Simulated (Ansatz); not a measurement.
# TaBO− (quartet): energies up the ladder

Aim: energies up the ladder, for TaBO− (quartet), with the cost of each level. Charge -1. Spin multiplicity 4.

Computed with Ansatz 0.2.0 (the levels named in each step, unless a step's input says otherwise).

### 1 The system as given

Bond lengths: O1–B2 1.184 Å, B2–Ta3 2.168 Å. Angles: O1–B2–Ta3 180.0°.

Structure file:

```xyz
3

O     0.0000    0.0000   -1.5124
B     0.0000    0.0000   -0.3281
Ta    0.0000    0.0000    1.8404
```

### 2 A rough first relaxation, PBE-D4/def2-SVPD

input.yaml reads:

```yaml
crystal:
  periodic: [false, false, false]
  atoms:
    - { symbol: O, position_ang: [0.0, 0.0, -1.51239] }
    - { symbol: B, position_ang: [0.0, 0.0, -0.32805] }
    - { symbol: Ta, position_ang: [0.0, 0.0, 1.84044] }
magnetization:
  spin_polarized: true
  initial_magnetization: 3
total_charge: -1
basis:
  gaussian: { orbitals: def2-SVPD }
hamiltonian:
  xc: pbe
  dispersion: d4
relax:
  f_tol: 0.03
  max_steps: 200
```

Run with:

```sh
> ansatz run input.yaml --threads 4 --pin off --max-ram 10240MiB --backend cpu --events-out ev --progress --plain --runs-dir out
```

Log, cut to the lines that bear on the results:

```text
Warning: RAYON_NUM_THREADS=4 ignored (pool sized by the plan → 4); use --threads N
[...]
Functional definition: PBE
[...]
660 factors; their error is unknown
[...]
mean field -4268.58933936 eV, -156.8677648676 hartree, gradient 7.0e-6 eV, S^2 3.780335; 14 other end points of the search recorded, 0 dependent functions left out
[...]
reference -4268.58937188 eV, -156.8677660629 hartree; 15, 12 occupied and 63, 66 virtual orbitals, 660 factors
relax step   1: F+E_penalty+E_count = -4268.67479724 eV  Δ(F+E_penalty+E_count) = +0.000e0 eV  max|allowed force component| = 5.697e0 eV/Å  Δτ_max = 0.0000 Å  (548 SCF iters, accepted)
[...]
relax step   3: F+E_penalty+E_count = -4268.87949067 eV  Δ(F+E_penalty+E_count) = -6.501e-3 eV  max|allowed force component| = 1.977e-1 eV/Å  Δτ_max = 0.0085 Å  (59 SCF iters, accepted)
[...]
relax step   4: F+E_penalty+E_count = -4268.87976628 eV  Δ(F+E_penalty+E_count) = -2.756e-4 eV  max|allowed force component| = 4.947e-3 eV/Å  Δτ_max = 0.0021 Å  (59 SCF iters, accepted)
660 factors; their error is unknown
[...]
mean field -4268.79497160 eV, -156.8753217130 hartree, gradient 8.1e-6 eV, S^2 3.781802; 14 other end points of the search recorded, 0 dependent functions left out
[...]
reference -4268.79500391 eV, -156.8753229007 hartree; 15, 12 occupied and 63, 66 virtual orbitals, 660 factors
Total energy: -4268.87979860 eV, -156.8784390480 hartree
Atom 0 at    -0.000000    -0.000000    -1.579728 Å, force     0.000000     0.000000    -0.004947 eV/Å
Atom 1 at     0.000000     0.000000    -0.329916 Å, force    -0.000000    -0.000000     0.004831 eV/Å
Atom 2 at    -0.000000    -0.000000     1.909643 Å, force    -0.000000     0.000000     0.000116 eV/Å
Dipole moment:    -0.000000     0.000000     0.968252 e Å
```

Wall time 14 s (4 threads of AMD EPYC 9R14 (Zen 4), shared host); peak memory 0.2 GiB.

Relaxation path:

| step | energy from step 1 (eV) | largest force component (eV/Å) |
| --- | --- | --- |
| 1 | 0.0000 | 5.6970 |
| 2 | -0.1982 | 1.0000 |
| 3 | -0.2047 | 0.1977 |
| 4 | -0.2050 | 0.0049 |

Step 1 is the start.

Before: Bond lengths: O1–B2 1.184 Å, B2–Ta3 2.168 Å. Angles: O1–B2–Ta3 180.0°.

After: Bond lengths: O1–B2 1.250 Å, B2–Ta3 2.240 Å. Angles: O1–B2–Ta3 180.0°.

### 3 Relaxation, PBE0-D4/def2-TZVPPD

input.yaml reads:

```yaml
crystal:
  periodic: [false, false, false]
  atoms:
    - { symbol: O, position_ang: [0.0, 0.0, -1.57972777] }
    - { symbol: B, position_ang: [0.0, 0.0, -0.32991552] }
    - { symbol: Ta, position_ang: [0.0, 0.0, 1.9096433] }
magnetization:
  spin_polarized: true
  initial_magnetization: 3
total_charge: -1
basis:
  gaussian: { orbitals: def2-TZVPPD.json }
hamiltonian:
  xc: pbe0
  dispersion: d4
relax:
  f_tol: 0.002
  max_steps: 150
```

Run with:

```sh
> ansatz run input.yaml --threads 4 --pin off --max-ram 10240MiB --backend cpu --events-out ev --progress --plain --runs-dir out
```

Log, cut to the lines that bear on the results:

```text
Warning: RAYON_NUM_THREADS=4 ignored (pool sized by the plan → 4); use --threads N
[...]
Functional definition: PBE0
[...]
775 factors; their error is unknown
[...]
mean field -4270.78909820 eV, -156.9486045140 hartree, gradient 1.7e-5 eV, S^2 3.832172; 2 other end points of the search recorded, 0 dependent functions left out
[...]
reference -4270.78912556 eV, -156.9486055196 hartree; 15, 12 occupied and 121, 124 virtual orbitals, 775 factors
relax step   1: F+E_penalty+E_count = -4270.86094618 eV  Δ(F+E_penalty+E_count) = +0.000e0 eV  max|allowed force component| = 1.377e0 eV/Å  Δτ_max = 0.0000 Å  (93 SCF iters, accepted)
[...]
relax step   3: F+E_penalty+E_count = -4270.87400947 eV  Δ(F+E_penalty+E_count) = -8.344e-4 eV  max|allowed force component| = 1.586e-2 eV/Å  Δτ_max = 0.0028 Å  (70 SCF iters, accepted)
[...]
relax step   4: F+E_penalty+E_count = -4270.87401106 eV  Δ(F+E_penalty+E_count) = -1.586e-6 eV  max|allowed force component| = 6.690e-4 eV/Å  Δτ_max = 0.0001 Å  (61 SCF iters, accepted)
775 factors; their error is unknown
[...]
mean field -4270.80196728 eV, -156.9490774439 hartree, gradient 6.6e-6 eV, S^2 3.831456; 3 other end points of the search recorded, 0 dependent functions left out
[...]
reference -4270.80199474 eV, -156.9490784532 hartree; 15, 12 occupied and 121, 124 virtual orbitals, 775 factors
Total energy: -4270.87403852 eV, -156.9517260132 hartree
Atom 0 at     0.000000    -0.000000    -1.571280 Å, force    -0.000000    -0.000000     0.000669 eV/Å
Atom 1 at    -0.000000     0.000000    -0.340384 Å, force     0.000000    -0.000000    -0.000378 eV/Å
Atom 2 at     0.000000    -0.000000     1.911664 Å, force    -0.000000     0.000000    -0.000291 eV/Å
Dipole moment:    -0.000000    -0.000000     0.797534 e Å
```

Run time: 14 s. Hardware: 4 threads of AMD EPYC 9R14 (Zen 4), shared host; peak memory 0.38 GiB.

Step by step:

| step | energy from step 1 (eV) | largest force component (eV/Å) |
| --- | --- | --- |
| 1 | 0.0000 | 1.3768 |
| 2 | -0.0122 | 0.3591 |
| 3 | -0.0131 | 0.0159 |
| 4 | -0.0131 | 0.0007 |

Step 1 is the start.

Before: Bond lengths: O1–B2 1.250 Å, B2–Ta3 2.240 Å. Angles: O1–B2–Ta3 180.0°.

After: Bond lengths: O1–B2 1.231 Å, B2–Ta3 2.252 Å. Angles: O1–B2–Ta3 180.0°.

### 4 Frequencies, PBE0-D4/def2-TZVPPD

input.yaml reads:

```yaml
crystal:
  periodic: [false, false, false]
  atoms:
    - { symbol: O, position_ang: [0.0, 0.0, -1.57127984] }
    - { symbol: B, position_ang: [0.0, 0.0, -0.34038439] }
    - { symbol: Ta, position_ang: [0.0, 0.0, 1.91166423] }
magnetization:
  spin_polarized: true
  initial_magnetization: 3
total_charge: -1
basis:
  gaussian: { orbitals: def2-TZVPPD.json }
hamiltonian:
  xc: pbe0
  dispersion: d4
phonons: {}
```

Run with:

```sh
> ansatz run input.yaml --threads 4 --pin off --max-ram 10240MiB --backend cpu --events-out ev --progress --plain --runs-dir out
```

Log, cut to the lines that bear on the results:

```text
Warning: RAYON_NUM_THREADS=4 ignored (pool sized by the plan → 4); use --threads N
[...]
[... 1 set-up line as earlier in the session ...]
[...]
775 factors; their error is unknown
[...]
mean field -4270.80196728 eV, -156.9490774439 hartree, gradient 2.0e-5 eV, S^2 3.831458; 2 other end points of the search recorded, 0 dependent functions left out
[...]
reference -4270.80199474 eV, -156.9490784532 hartree; 15, 12 occupied and 121, 124 virtual orbitals, 775 factors
[...]
775 factors; their error is unknown
mean field -4270.80196429 eV, -156.9490773341 hartree, gradient 1.6e-6 eV, S^2 3.831457; 0 other end points of the search recorded, 0 dependent functions left out
[...]
reference -4270.80199175 eV, -156.9490783434 hartree; 15, 12 occupied and 121, 124 virtual orbitals, 775 factors
[...]
775 factors; their error is unknown
[...]
775 factors; their error is unknown
mean field -4270.80192499 eV, -156.9490758899 hartree, gradient 1.7e-6 eV, S^2 3.831342; 0 other end points of the search recorded, 0 dependent functions left out
[...]
reference -4270.80195246 eV, -156.9490768993 hartree; 15, 12 occupied and 121, 124 virtual orbitals, 775 factors
[...]
775 factors; their error is unknown
mean field -4270.80195555 eV, -156.9490770130 hartree, gradient 1.8e-6 eV, S^2 3.831570; 0 other end points of the search recorded, 0 dependent functions left out
[...]
reference -4270.80198301 eV, -156.9490780222 hartree; 15, 12 occupied and 121, 124 virtual orbitals, 775 factors
Total energy: -4270.87403852 eV, -156.9517260132 hartree
Atom 0 at     0.000000     0.000000    -1.571280 Å, force    -0.000000    -0.000000     0.000668 eV/Å
Atom 1 at     0.000000     0.000000    -0.340384 Å, force     0.000000    -0.000000    -0.000376 eV/Å
Atom 2 at     0.000000     0.000000     1.911664 Å, force    -0.000000     0.000000    -0.000292 eV/Å
Dipole moment:    -0.000000     0.000000     0.797532 e Å
Vibrations: 272.64 272.64 315.13 1784.59 cm⁻¹, zero-point energy 0.163969 eV
```

Wall time 19 s (4 threads of AMD EPYC 9R14 (Zen 4), shared host); peak memory 0.37 GiB.

Harmonic frequencies (cm⁻¹; negative: imaginary): 273, 273, 315, 1785.

### 5 Single point, PBE-D4/def2-TZVPPD

input.yaml, as its differences from that of step 4:

```diff
@@ -13,4 +13,3 @@
 hamiltonian:
-  xc: pbe0
+  xc: pbe
   dispersion: d4
-phonons: {}
```

Run with:

```sh
> ansatz run input.yaml --threads 4 --pin off --max-ram 10240MiB --backend cpu --events-out ev --progress --plain --runs-dir out
```

Log, cut to the lines that bear on the results:

```text
Warning: RAYON_NUM_THREADS=4 ignored (pool sized by the plan → 4); use --threads N
[...]
[... 1 set-up line as earlier in the session ...]
[...]
719 factors; their error is unknown
[...]
mean field -4271.98790539 eV, -156.9926598656 hartree, gradient 6.7e-6 eV, S^2 3.790987; 10 other end points of the search recorded, 0 dependent functions left out
reference -4271.98794079 eV, -156.9926611665 hartree; 15, 12 occupied and 121, 124 virtual orbitals, 719 factors
Total energy: -4272.07297217 eV, -156.9957860123 hartree
```

Wall time 10 s (4 threads of AMD EPYC 9R14 (Zen 4), shared host); peak memory 0.35 GiB.

### 6 Single point, r2SCAN-D4/def2-TZVPPD

input.yaml, as its differences from that of step 5:

```diff
@@ -13,3 +13,3 @@
 hamiltonian:
-  xc: pbe
+  xc: r2scan
   dispersion: d4
```

Run with:

```sh
> ansatz run input.yaml --threads 4 --pin off --max-ram 10240MiB --backend cpu --events-out ev --progress --plain --runs-dir out
```

Log, cut to the lines that bear on the results:

```text
Warning: RAYON_NUM_THREADS=4 ignored (pool sized by the plan → 4); use --threads N
[...]
Functional definition: r2SCAN
[...]
719 factors; their error is unknown
[...]
mean field -4273.66230250 eV, -157.0541928247 hartree, gradient 3.9e-6 eV, S^2 3.938185; 17 other end points of the search recorded, 0 dependent functions left out
reference -4273.66232921 eV, -157.0541938059 hartree; 15, 12 occupied and 121, 124 virtual orbitals, 719 factors
Total energy: -4273.67886759 eV, -157.0548015805 hartree
```

Run time: 34 s. Hardware: 4 threads of AMD EPYC 9R14 (Zen 4), shared host; peak memory 0.39 GiB.

### 7 Single point, B3LYP-D4/def2-TZVPPD

input.yaml, as its differences from that of step 6:

```diff
@@ -13,3 +13,3 @@
 hamiltonian:
-  xc: r2scan
+  xc: { name: B3LYP }
   dispersion: d4
```

Run with:

```sh
> ansatz run input.yaml --threads 4 --pin off --max-ram 10240MiB --backend cpu --events-out ev --progress --plain --runs-dir out
```

Log:

```text
Warning: RAYON_NUM_THREADS=4 ignored (pool sized by the plan → 4); use --threads N
Engine: ansatz 0.2.0, x86_64-unknown-linux-gnu
Functional definition: B3LYP
  parameter a0 = 0.2
  parameter ax = 0.72
  parameter ac = 0.81
  exchange = (1 - a0 - ax)*slater_x + ax*b88_x + a0*exact_x
  correlation = (1 - ac)*vwn_rpa_c + ac*lyp_c
750 factors; their error is unknown
mean field evaluation 1: about -4274.3573 eV, gradient 9.4e0 eV
mean field evaluation 2: about -4274.2574 eV, gradient 1.2e1 eV
mean field evaluation 4: about -4275.0492 eV, gradient 1.4e0 eV
mean field evaluation 8: about -4275.0670 eV, gradient 3.3e-2 eV
mean field evaluation 16: about -4275.0791 eV, gradient 1.8e-4 eV
mean field evaluation 32: about -4274.4163 eV, gradient 4.4e0 eV
mean field -4275.07910011 eV, -157.1062591764 hartree, gradient 1.5e-5 eV, S^2 3.779576; 2 other end points of the search recorded, 0 dependent functions left out
reference -4275.07929262 eV, -157.1062662508 hartree; 15, 12 occupied and 121, 124 virtual orbitals, 750 factors
Total energy: -4275.22161362 eV, -157.1114964513 hartree
```

Wall time 3.5 s (4 threads of AMD EPYC 9R14 (Zen 4), shared host); peak memory 0.36 GiB.

### 8 Single point, wB97M-V/def2-TZVPPD

input.yaml, as its differences from that of step 7:

```diff
@@ -13,3 +13,2 @@
 hamiltonian:
-  xc: { name: B3LYP }
-  dispersion: d4
+  xc: { name: wB97M-V }
```

Run with:

```sh
> ansatz run input.yaml --threads 4 --pin off --max-ram 10240MiB --backend cpu --events-out ev --progress --plain --runs-dir out
```

Log, cut to the lines that bear on the results:

```text
Warning: RAYON_NUM_THREADS=4 ignored (pool sized by the plan → 4); use --threads N
[...]
Functional definition: wB97M-V
[...]
  gx(w, u) = 1 - cx + cx01*u + cx10*w
  gss(w, u) = css00 + css04*u^4 + css10*w + css20*w^2 + css43*w^4*u^3
  gos(w, u) = cos00 + cos10*w + (cos20 + cos21*u)*w^2 + (cos60 + cos61*u)*w^6
[...]
      + integral(e_c_pw_mod_opposite_spin*gos(b97_w_opposite, b97_u_opposite)) + vv10(b, c)
735 factors; their error is unknown
199 factors; integrals over basis functions are off by at most 1.1e-4 eV
[...]
mean field -4271.26219717 eV, -156.9659905803 hartree, gradient 2.5e-5 eV, S^2 3.791286; 3 other end points of the search recorded, 0 dependent functions left out
reference -4271.26223724 eV, -156.9659920529 hartree; 15, 12 occupied and 121, 124 virtual orbitals, 735 factors
Total energy: -4271.26223724 eV, -156.9659920529 hartree
```

It took 13 s on 4 threads of AMD EPYC 9R14 (Zen 4), shared host; peak memory 0.56 GiB.

### 9 Single point, B2PLYP/def2-TZVPPD

input.yaml, as its differences from that of step 8:

```diff
@@ -13,2 +13,2 @@
 hamiltonian:
-  xc: { name: wB97M-V }
+  xc: { name: B2PLYP }
```

Run with:

```sh
> ansatz run input.yaml --threads 4 --pin off --max-ram 10240MiB --backend cpu --events-out ev --progress --plain --runs-dir out
```

Log, cut to the lines that bear on the results:

```text
Warning: RAYON_NUM_THREADS=4 ignored (pool sized by the plan → 4); use --threads N
[...]
Functional definition: B2PLYP
[...]
849 factors; integrals over basis functions are off by at most 1.3e-3 eV
[...]
mean field -4263.45383185 eV, -156.6790384476 hartree, gradient 5.9e-6 eV, S^2 3.837581; 6 other end points of the search recorded, 0 dependent functions left out
2 core orbitals not correlated: weight in the atoms' cores, before any rotation towards them, 1.000 or more for the frozen orbitals, at most 0.000 for the correlated occupied ones
reference -4263.45395376 eV, -156.6790429279 hartree; 13, 10 occupied and 121, 124 virtual orbitals, 849 factors
second order -21.65221406 eV of doubles, -0.00000000 eV of singles
Total energy: -4269.30005156 eV, -156.8938830593 hartree
```

Run time: 6.5 s. Hardware: 4 threads of AMD EPYC 9R14 (Zen 4), shared host; peak memory 0.32 GiB.

### 10 Single point, LDA/def2-TZVPPD

input.yaml, as its differences from that of step 9:

```diff
@@ -13,2 +13,2 @@
 hamiltonian:
-  xc: { name: B2PLYP }
+  xc: lda
```

Run with:

```sh
> ansatz run input.yaml --threads 4 --pin off --max-ram 10240MiB --backend cpu --events-out ev --progress --plain --runs-dir out
```

Log, cut to the lines that bear on the results:

```text
Warning: RAYON_NUM_THREADS=4 ignored (pool sized by the plan → 4); use --threads N
[...]
Functional definition: SPW92
[...]
719 factors; their error is unknown
[...]
mean field -4249.00811816 eV, -156.1481682611 hartree, gradient 1.2e-5 eV, S^2 3.787642; 10 other end points of the search recorded, 0 dependent functions left out
reference -4249.00815125 eV, -156.1481694774 hartree; 15, 12 occupied and 121, 124 virtual orbitals, 719 factors
Total energy: -4249.00815125 eV, -156.1481694774 hartree
```

Wall time 6.9 s (4 threads of AMD EPYC 9R14 (Zen 4), shared host); peak memory 0.32 GiB.

### 11 Single point, PBE0-D4/def2-SVPD

input.yaml, as its differences from that of step 10:

```diff
@@ -11,4 +11,5 @@
 basis:
-  gaussian: { orbitals: def2-TZVPPD.json }
+  gaussian: { orbitals: def2-SVPD }
 hamiltonian:
-  xc: lda
+  xc: pbe0
+  dispersion: d4
```

Run with:

```sh
> ansatz run input.yaml --threads 4 --pin off --max-ram 10240MiB --backend cpu --events-out ev --progress --plain --runs-dir out
```

Log:

```text
Warning: RAYON_NUM_THREADS=4 ignored (pool sized by the plan → 4); use --threads N
[... 2 set-up lines as earlier in the session ...]
  parameter a = 0.25
  parameter kappa = 0.804
  parameter beta = 0.06672455060314922
  exchange = (1 - a)*pbe_x(kappa = kappa, mu = beta*pi^2/3) + a*exact_x
  correlation = pbe_c(beta = beta)
691 factors; their error is unknown
mean field evaluation 1: about -4266.9974 eV, gradient 6.3e0 eV
mean field evaluation 2: about -4267.2340 eV, gradient 6.3e0 eV
mean field evaluation 4: about -4267.4955 eV, gradient 1.1e0 eV
mean field evaluation 8: about -4267.5099 eV, gradient 1.5e-1 eV
mean field evaluation 16: about -4267.5601 eV, gradient 2.5e-3 eV
mean field evaluation 32: about -4267.2705 eV, gradient 2.3e0 eV
mean field -4267.56006964 eV, -156.8299399032 hartree, gradient 8.8e-6 eV, S^2 3.813960; 2 other end points of the search recorded, 0 dependent functions left out
reference -4267.56009430 eV, -156.8299408094 hartree; 15, 12 occupied and 63, 66 virtual orbitals, 691 factors
Total energy: -4267.63213808 eV, -156.8325883694 hartree
```

Run time: 2.4 s. Hardware: 4 threads of AMD EPYC 9R14 (Zen 4), shared host; peak memory 0.21 GiB.

### 12 Single point, PBE-D4/def2-SVPD

input.yaml, as its differences from that of step 11:

```diff
@@ -13,3 +13,3 @@
 hamiltonian:
-  xc: pbe0
+  xc: pbe
   dispersion: d4
```

Run with:

```sh
> ansatz run input.yaml --threads 4 --pin off --max-ram 10240MiB --backend cpu --events-out ev --progress --plain --runs-dir out
```

Log, cut to the lines that bear on the results:

```text
Warning: RAYON_NUM_THREADS=4 ignored (pool sized by the plan → 4); use --threads N
[...]
[... 1 set-up line as earlier in the session ...]
[...]
660 factors; their error is unknown
[...]
mean field -4268.78184958 eV, -156.8748394877 hartree, gradient 9.7e-6 eV, S^2 3.781844; 10 other end points of the search recorded, 0 dependent functions left out
reference -4268.78188212 eV, -156.8748406835 hartree; 15, 12 occupied and 63, 66 virtual orbitals, 660 factors
Total energy: -4268.86691350 eV, -156.8779655293 hartree
```

It took 6.4 s on 4 threads of AMD EPYC 9R14 (Zen 4), shared host; peak memory 0.19 GiB.

### 13 Geometries side by side

```tsv
level	O1–B2 (Å)	B2–Ta3 (Å)	rotational constants (MHz)	highest frequency (cm⁻¹)	CPU time
PBE0-D4/def2-TZVPPD	1.2309	2.2520	2310.8	1785	50 s
```

Constants are for the commonest isotopes at the equilibrium geometry; times are CPU times of the relaxations.

### 14 Total energies

```tsv
level	energy (eV)	CPU time
PBE-D4/def2-TZVPPD	-4272.0730	38 s
r2SCAN-D4/def2-TZVPPD	-4273.6789	2.1 min
B3LYP-D4/def2-TZVPPD	-4275.2216	13 s
wB97M-V/def2-TZVPPD	-4271.2622	50 s
B2PLYP/def2-TZVPPD	-4269.3001	24 s
LDA/def2-TZVPPD	-4249.0082	23 s
PBE0-D4/def2-SVPD	-4267.6321	8.3 s
PBE-D4/def2-SVPD	-4268.8669	23 s
```

### 15 What came out

```
                          quantity             value
      O1–B2 at PBE0-D4/def2-TZVPPD           1.231 Å
     B2–Ta3 at PBE0-D4/def2-TZVPPD           2.252 Å
frequencies at PBE0-D4/def2-TZVPPD  273 to 1785 cm⁻¹
        energy at PBE-D4/def2-SVPD      -4268.867 eV
```

What this shows: No mode is imaginary, so the geometry is a minimum. These totals serve in differences with atoms or fragments at the same level; alone they don't rank the methods. <S²> exceeds the pure value by up to 0.19: some mean fields break spin symmetry, which blurs their results. Heavy atoms carry effective core potentials in def2 sets, and spin-orbit coupling is left out.
